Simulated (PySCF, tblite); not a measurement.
# CH7N2SeSi2 radical: geometry, infrared bands and EPR parameters

What infrared bands and EPR parameters should CH7N2SeSi2 radical (`C=N[Si@H]([Se])[SiH2]N`) show?

Programs: tblite 0.8.0 and PySCF 2.14.0, with density-fitted response routines of our own. Each step states its level of theory. These are calculated values for one molecule in the gas phase, unless marked as measured. Atoms count from 0, in the outputs and in this text.

## Step 1: The starting structure

13 atoms, charge 0, multiplicity 2; geometry from: force field or distance geometry start.

Bonds of the start (Å): C0–N1 1.29, N1–Si2 1.75, Si2–Se3 2.30, Si2–Si4 2.25, Si4–N5 1.77, C0–H6 1.09, C0–H7 1.08, Si2–H8 1.47, Si4–H9 1.46, Si4–H10 1.47, N5–H11 1.03, N5–H12 1.03.

## Step 2: Geometry optimisation with GFN2-xTB

Job settings and geometry (Å):

```
{"job": {"kind": "relax", "xc": "GFN2-xTB", "basis": "xTB"}, "charge": 0, "multiplicity": 2}
C      1.984600    -0.789800     0.637200
N      1.910800    -0.171500    -0.493400
Si     0.596600     0.886000    -0.976500
Se     1.131600     3.102500    -0.646400
Si    -1.233600     0.495500     0.276500
N     -1.670400    -1.222900     0.298900
H      1.190000    -0.682500     1.376000
H      2.858500    -1.404600     0.812000
H      0.217100     0.644600    -2.379100
H     -1.011500     0.919200     1.657100
H     -2.349200     1.281900    -0.278900
H     -2.642500    -1.311000    -0.043400
H     -0.986400    -1.746900    -0.257700
```

The run is started by

```sh
$ OMP_NUM_THREADS=1 python probes_run.py task.json out
```

The driver reads the jobs from task.json and runs them one after another.

The program printed:

```text
step      E/eV     max force
  0    -494.45345    2.756
  1    -494.61418    2.424
  2    -494.74230    0.750
  3    -494.80412    0.752
  4    -494.82415    0.463
  5    -494.85307    0.401
  6    -494.86489    0.334
  7    -494.87953    0.349
  8    -494.89149    0.273
  9    -494.90195    0.247
 10    -494.91046    0.247
 11    -494.91767    0.203
 12    -494.92279    0.219
 13    -494.92634    0.173
 14    -494.92880    0.109
 15    -494.93095    0.126
 16    -494.93353    0.184
 17    -494.93627    0.254
 18    -494.93970    0.191
 19    -494.94272    0.203
 20    -494.94625    0.215
 21    -494.94915    0.234
 22    -494.95414    0.197
 23    -494.95605    0.133
 24    -494.95787    0.126
 25    -494.95919    0.118
 26    -494.96108    0.098
 27    -494.96191    0.083
 28    -494.96229    0.062
 29    -494.96259    0.048
 30    -494.96289    0.047
 31    -494.96306    0.039
 32    -494.96319    0.032
 33    -494.96332    0.033
 34    -494.96352    0.044
 35    -494.96374    0.038
 36    -494.96389    0.029
 37    -494.96396    0.021
 38    -494.96400    0.021
 39    -494.96409    0.035
 40    -494.96427    0.050
 41    -494.96460    0.064
 42    -494.96501    0.056
 43    -494.96534    0.038
 44    -494.96553    0.034
 45    -494.96570    0.038
 46    -494.96594    0.056
 47    -494.96621    0.052
 48    -494.96641    0.033
 49    -494.96655    0.028
 50    -494.96668    0.034
 51    -494.96685    0.043
 52    -494.96704    0.041
 53    -494.96721    0.037
 54    -494.96737    0.041
 55    -494.96755    0.035
 56    -494.96771    0.040
 57    -494.96780    0.022
 58    -494.96784    0.025
 59    -494.96788    0.017
 60    -494.96792    0.016
 61    -494.96799    0.021
 62    -494.96804    0.022
 63    -494.96809    0.021
 64    -494.96816    0.020
 65    -494.96829    0.026
 66    -494.96846    0.030
 67    -494.96860    0.024
 68    -494.96868    0.023
 69    -494.96874    0.024
 70    -494.96881    0.021
 71    -494.96888    0.032
 72    -494.96895    0.031
 73    -494.96901    0.042
 74    -494.96909    0.032
 75    -494.96921    0.021
 76    -494.96927    0.017
 77    -494.96932    0.018
 78    -494.96937    0.022
 79    -494.96948    0.035
 80    -494.96963    0.065
 81    -494.96982    0.135
 82    -494.97033    0.075
 83    -494.97105    0.040
 84    -494.97140    0.050
 85    -494.97150    0.058
 86    -494.97174    0.059
 87    -494.97207    0.077
 88    -494.97276    0.077
 89    -494.97113    0.361
 90    -494.97410    0.118
 91    -494.97513    0.117
 92    -494.97123    0.576
 93    -494.97682    0.071
 94    -494.97788    0.095
 95    -494.97687    0.514
 96    -494.98069    0.085
 97    -494.98151    0.133
 98    -494.98150    0.369
 99    -494.98319    0.170
100    -494.98386    0.140
101    -494.98553    0.451
102    -494.98894    0.233
103    -494.99153    0.079
104    -494.98826    0.642
105    -494.99493    0.104
106    -494.99667    0.066
107    -494.99266    0.584
108    -494.99931    0.061
109    -495.00028    0.068
110    -495.00131    0.227
111    -495.00218    0.095
112    -495.00301    0.076
113    -495.00614    0.087
114    -495.00774    0.263
115    -495.01018    0.096
116    -495.01164    0.084
117    -495.01283    0.233
118    -495.01380    0.048
119    -495.01410    0.049
120    -495.01466    0.055
121    -495.01498    0.054
122    -495.01573    0.042
123    -495.01608    0.039
124    -495.01627    0.032
125    -495.01641    0.050
126    -495.01658    0.056
127    -495.01699    0.070
128    -495.01726    0.054
129    -495.01756    0.035
130    -495.01776    0.034
131    -495.01790    0.032
132    -495.01798    0.026
133    -495.01804    0.025
134    -495.01811    0.027
135    -495.01817    0.025
136    -495.01824    0.023
137    -495.01833    0.018
138    -495.01844    0.021
139    -495.01853    0.021
140    -495.01859    0.023
141    -495.01863    0.024
142    -495.01868    0.022
143    -495.01874    0.019
144    -495.01879    0.018
145    -495.01883    0.019
146    -495.01887    0.025
147    -495.01892    0.022
148    -495.01899    0.019
149    -495.01903    0.021
150    -495.01906    0.014
151    -495.01908    0.009
```

Run time: 0.77 s. Hardware: 1 thread of AMD EPYC 9R45, shared host; peak memory 0.18 GiB.

Along the way: (not every step is listed)

```
step  energy from step 0 (eV)  largest force (eV/Å)
   0                   0.0000                2.7557
   1                  -0.1607                2.4244
   2                  -0.2889                0.7496
   3                  -0.3507                0.7522
   4                  -0.3707                0.4635
   5                  -0.3996                0.4005
   6                  -0.4114                0.3341
   7                  -0.4261                0.3487
   8                  -0.4380                0.2733
  21                  -0.4957                0.2340
  34                  -0.5101                0.0436
  47                  -0.5128                0.0519
  60                  -0.5145                0.0158
  73                  -0.5156                0.0417
  86                  -0.5183                0.0592
  99                  -0.5297                0.1702
 112                  -0.5496                0.0761
 125                  -0.5630                0.0503
 138                  -0.5650                0.0213
 146                  -0.5654                0.0247
 147                  -0.5655                0.0222
 148                  -0.5655                0.0194
 149                  -0.5656                0.0212
 150                  -0.5656                0.0139
 151                  -0.5656                0.0092
```

Distances of close pairs at the start and the end, largest changes first:

```
   bond  before (Å)  after (Å)  change (Å)
Si2–Se3       2.304      2.180      -0.124
Si2–Si4       2.252      2.363      +0.110
 Si4–N5       1.773      1.709      -0.065
  C0–N1       1.291      1.251      -0.040
 N5–H11       1.034      1.007      -0.027
 N1–Si2       1.755      1.733      -0.022
 N5–H12       1.026      1.007      -0.018
Si4–H10       1.474      1.456      -0.017
```

The next job starts from the end point, and lists it.

## Step 3: Infrared spectrum with GFN2-xTB

Job settings and geometry (Å):

```
{"job": {"kind": "ir", "xc": "GFN2-xTB", "basis": "xTB"}, "charge": 0, "multiplicity": 2}
C      2.365680    -0.589133     0.647621
N      1.419361    -0.593683    -0.170169
Si     0.557763     0.763436    -0.816807
Se     1.136654     2.806436    -0.323863
Si    -1.507885     0.496020     0.298336
N     -1.996764    -0.992510    -0.383126
H      2.803508     0.315869     1.077473
H      2.799846    -1.533161     0.964834
H      0.436813     0.370180    -2.214424
H     -1.310008     0.557084     1.750653
H     -2.461449     1.501356    -0.149284
H     -2.916478    -1.360950    -0.203239
H     -1.331427    -1.740457    -0.495733
```

The program printed:

```text
mode    cm-1     km/mol
  1      26.0      0.01
  2      61.9      2.41
  3      71.3      1.29
  4      92.4      2.95
  5     123.5      7.30
  6     153.7     10.15
  7     222.2     18.83
  8     331.2     12.56
  9     356.0     10.67
 10     396.9     27.67
 11     419.1     42.30
 12     445.3      9.25
 13     469.2    183.60
 14     509.5     15.48
 15     547.3     18.62
 16     648.1    479.14
 17     669.1    158.37
 18     748.4     77.65
 19     771.5    160.73
 20     800.8    333.00
 21     931.1    170.75
 22     987.1      5.52
 23    1139.0     11.07
 24    1438.7      6.00
 25    1499.6     75.55
 26    1712.6     33.59
 27    2206.6    213.11
 28    2284.3    313.76
 29    2312.9    200.16
 30    2886.5     37.27
 31    2983.2     42.70
 32    3464.6     14.06
 33    3501.3     18.58
```

Wall time 0.34 s (1 thread of AMD EPYC 9R45, shared host); peak memory 0.18 GiB.

The strongest bands and the atoms that carry them (share of the mass-weighted mode):

```
cm⁻¹  km/mol                        atoms
 469   183.6  H12 37 %, H11 32 %, N5 20 %
 648   479.1            H9 44 %, H10 30 %
 772   160.7            H10 51 %, H9 44 %
 801   333.0  H11 36 %, H12 34 %, N5 14 %
 931   170.8            N5 52 %, Si4 36 %
2207   213.1                      H9 96 %
2284   313.8                      H8 96 %
2313   200.2                     H10 97 %
```

## Step 4: EPR parameters: B3LYP/def2-TZVP-core+pcH-1

Settings changed since step 3:

```diff
@@ -1,2 +1,2 @@
-{"job": {"kind": "ir", "xc": "GFN2-xTB", "basis": "xTB"}, "charge": 0, "multiplicity": 2}
+{"job": {"kind": "epr", "basis": "pcH-1"}, "charge": 0, "multiplicity": 2}
 C      2.365680    -0.589133     0.647621
```

With the program's defaults for keys left out, this is: UKS B3LYP, def2-TZVP-core on Se, pcH-1 on C H N Si, non-relativistic, mean-field spin-orbit, GIAO.

The program printed:

```text
UKS, coarse grid
  cycle   1  E = -3132.35555852  |g| = 1.49e+00
  cycle   2  E = -3132.24452969  |g| = 8.21e-01
  cycle   3  E = -3132.28699649  |g| = 6.73e-01
  cycle   4  E = -3132.45618245  |g| = 1.47e-01
  cycle   5  E = -3132.46405934  |g| = 6.80e-02
  cycle   6  E = -3132.46626651  |g| = 1.23e-02
  cycle   7  E = -3132.46632770  |g| = 2.75e-03
  cycle   8  E = -3132.46633597  |g| = 2.10e-03
  cycle   9  E = -3132.46634003  |g| = 7.39e-04
UKS, final grid
  cycle   1  E = -3132.46636046  |g| = 1.02e-03
  cycle   2  E = -3132.46636020  |g| = 1.83e-03
  cycle   3  E = -3132.46636163  |g| = 3.14e-04
  cycle   4  E = -3132.46636186  |g| = 2.27e-04
  cycle   5  E = -3132.46636252  |g| = 1.57e-04
  cycle   6  E = -3132.46636277  |g| = 7.06e-05
  cycle   7  E = -3132.46636284  |g| = 4.34e-05
  cycle   8  E = -3132.46636284  |g| = 2.10e-05
E = -3132.46636284 Eh   <S^2> = 0.7539 (exact 0.7500)
g shifts (ppm)      1          2          3
  rmc          -223       -223       -223
  gc            -33         35         49
  oz_so          58     142942     707844
  total        -153     142774     707748
hyperfine (MHz)  atom isotope    a_iso     a_fc   dipolar eigenvalues
    0   13C       0.44       0.44     -1.54     -0.78      2.32
    1   14N       0.92       0.92     -0.94     -0.21      1.15
    2  29Si      20.06      20.06    -10.48      4.49      5.98
    3  77Se     -40.28     -40.28   -348.44   -346.02    694.46
    4  29Si    -102.51    -102.51    -28.36     13.64     14.72
    5   14N      10.76      10.76     -1.04     -0.86      1.91
    6    1H      -0.66      -0.66     -1.42     -0.97      2.39
    7    1H       0.68       0.68     -1.15     -0.69      1.84
    8    1H      46.44      46.44     -2.06     -0.90      2.96
    9    1H      12.90      12.90     -1.92     -0.92      2.84
   10    1H      -3.24      -3.24     -2.33     -0.95      3.28
   11    1H      19.26      19.26     -1.63     -0.95      2.58
   12    1H      -0.86      -0.86     -2.17     -0.83      3.00
```

Wall time 82 s (1 thread of AMD EPYC 9R45, shared host); peak memory 1.4 GiB.

Principal g values 2.00217, 2.14509, 2.71007; g(iso) = 2.28578, against 2.00232 for a free electron. They are not to be trusted: the run shows a large g shift, which the driver flags as unsure.

Mean a(iso) over the nuclei that a row names, and the largest dipolar term of the row (other rows stand at the frozen geometry):

```
  nuclei  isotope  a(iso) (MHz)  a(iso) (G, at g = 2.0023)  largest dipolar term (MHz)
     Si4     29Si        -102.5                      -36.6                       -28.4
      H8       1H          46.4                       16.6                         3.0
     Se3     77Se         -40.3                      -14.4                       694.5
     Si2     29Si          20.1                        7.2                       -10.5
      H9       1H          12.9                        4.6                         2.8
      N5      14N          10.8                        3.8                         1.9
H11, H12       1H           9.2                        3.3                         3.0
     H10       1H          -3.2                       -1.2                         3.3
      N1      14N           0.9                        0.3                         1.1
      H7       1H           0.7                        0.2                         1.8
      H6       1H          -0.7                       -0.2                         2.4
      C0      13C           0.4                        0.2                         2.3
```

Mulliken spin populations:

C0 0.02; N1 0.00; Si2 -0.01; Se3 0.83; Si4 0.11; N5 0.01; H6 0.00; H7 0.00; H8 0.02; H9 0.01; H10 0.00; H11 0.01; H12 0.00

The fields below are evaluated on a grid from the run's orbitals.

ELF in a plane through or near 5 of the atoms.

Ten even steps from '0' (0.00) to '9' (1.00):
```
0000000000000000000000000000
0000000000000000000000000000
0000000000000000000000000000
0000000000000000000000000000
0000014300000000000000000000
0000389940000000010000000000
0000799971011000454358830000
0000499973355100477799980000
0000036236865100377789850000
0000278646763123258841000000
0000599831343687170120000000
0000155100123799122898410000
0000000034665557569999950000
0000003687545421159999940000
0000015784562651005899500000
0000014785452773000243000000
0000002577668874000000000000
0000000246777652000000000000
0000000011233210000000000000
0000000000000000000000000000
```
The map spans 11.1 Å across and 10.8 Å up, centred on the molecule. Atoms in the plane (x, y in Å): C0 (-2.4, 0.7), Se3 (-1.2, -2.8), H7 (-2.8, 1.7), H10 (2.4, -1.5), H11 (3.0, 1.3).

On the surface of density 0.002 e/bohr³ the electrostatic potential runs, from the 1st to the 99th percentile, from -1.13 V near N1 to 1.63 V near H11.

The spin density lies nearest to Se3 75 %; Si2, Si4 about 8 % each.

## Step 5: Results

| quantity | value |
| --- | --- |
| strongest single infrared mode (GFN2-xTB) | 648 cm⁻¹, 479 km/mol |
| zero-point energy (GFN2-xTB) | 50.3 kcal/mol |
| g(iso) (B3LYP) | 2.28578 |
| ⟨S²⟩ | 0.754 (exact 0.75) |
| largest a(iso) (averaged by class) | 29Si on Si4, -102.5 MHz |
| surface potential, 1st and 99th percentile | -1.13 V and 1.63 V |
| property runs in this session | 1, of which 0 failed and 1 gave unsound results |

**Reading.** Relaxing lowered the energy by 0.566 eV in 151 steps; the close pair that moved most is Si2–Se3, from 2.304 to 2.180 Å. All 33 modes are real, so the xTB geometry is a minimum. The strongest single mode, at 648 cm⁻¹, moves mainly H9 and H10. Unscaled tight-binding wavenumbers are off by several per cent, some by more. Its intensities can rank the bands wrongly. Most of the unpaired spin sits on Se3 (0.83 e). The isotropic g lies 283.5 ppt above the free-electron value. These values are not to be trusted: the run shows a large g shift, which the driver flags as unsure. The hyperfine terms hold no scalar relativity, which the heavier nuclei need.
